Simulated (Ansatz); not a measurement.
# GeH₄O (singlet): wave-function methods side by side at distance Ge1–O2 = 1.783 Å, cc-pVTZ

An exercise on one series of results from a longer session: the logs are not shown, and one member is left open.

Method: cc-pVTZ, core rule «outside noble gas», up to 15 orbitals frozen; program: Ansatz 0.2.0, Gaussian basis.

Plan: UHF; CCSD(T) on RHF; BCCD(T) on RHF; CCSDT(Q) on RHF.

**What is computed**

The geometry derives from a PBE0/def2-TZVP stationary point (not a proven minimum). One bond is set to the value named and the two fragments are kept rigid. No spin-orbit coupling is included. The filled d shell of Ge may be among the frozen orbitals whatever the setting's name suggests.

6 atoms, charge 0, spin multiplicity 1.

Atoms are counted from 1 here; the program's logs count them from 0.

Bond lengths: Ge1–O2 1.783 Å, Ge1–H3 1.541 Å, Ge1–H4 1.531 Å, Ge1–H5 1.541 Å, O2–H6 0.959 Å. Angles: O2–Ge1–H3 109.9°, O2–Ge1–H4 104.3°, O2–Ge1–H5 109.9°, H3–Ge1–H4 111.4°, H3–Ge1–H5 109.7°, H4–Ge1–H5 111.4°, Ge1–O2–H6 112.7°.

Coordinates:

```
Ge    0.00000   -0.01168    0.31564
O     0.00000    0.10533   -1.46368
H     1.25968   -0.76014    0.79306
H     0.00000    1.44368    0.79051
H    -1.25968   -0.76014    0.79306
H     0.00000   -0.75379   -1.89038
```

The first run:

in.yaml

```yaml
crystal:
  periodic: [false, false, false]
  atoms:
    - {symbol: Ge, position_ang: [0.000000, -0.011677, 0.315636]}
    - {symbol: O, position_ang: [0.000000, 0.105329, -1.463675]}
    - {symbol: H, position_ang: [1.259685, -0.760144, 0.793059]}
    - {symbol: H, position_ang: [0.000000, 1.443682, 0.790510]}
    - {symbol: H, position_ang: [-1.259685, -0.760144, 0.793059]}
    - {symbol: H, position_ang: [0.000000, -0.753786, -1.890382]}
basis:
  gaussian: {orbitals: cc-pVTZ}
magnetization: {spin_polarized: true, initial_magnetization: 0}
hamiltonian: {xc: hf}
output: {orbitals: {seedname: orbitals}}
```

Command:

```bash
$ ansatz run in.yaml --threads 1 --pin off --events-out ev --progress --plain --max-ram 2816MiB --backend cpu
```

Among the steps run: UHF; CCSD(T) on RHF; BCCD(T) on RHF; CCSDT(Q) on RHF.

One table of the session follows, with a row left open; its other results are not shown here.

It belongs to the step «Misses and costs». 

| method | from RCCSDT(Q) (meV) |
| --- | --- |
| RHF | +11205.3 |
| RMP2 | +978.8 |
| RCCSD | +369.1 |
| RCCSD(T) | +29.9 |
| BCCD(T) | ? |
| RCCSDT | +16.6 |
| RCCSDT(Q) | 0 |

Estimate the missing values for BCCD(T).

**Answer.** from RCCSDT(Q) (meV): +27.6. In the column «from RCCSDT(Q) (meV)» it lies between RCCSDT (+16.6) and RCCSD(T) (+29.9).
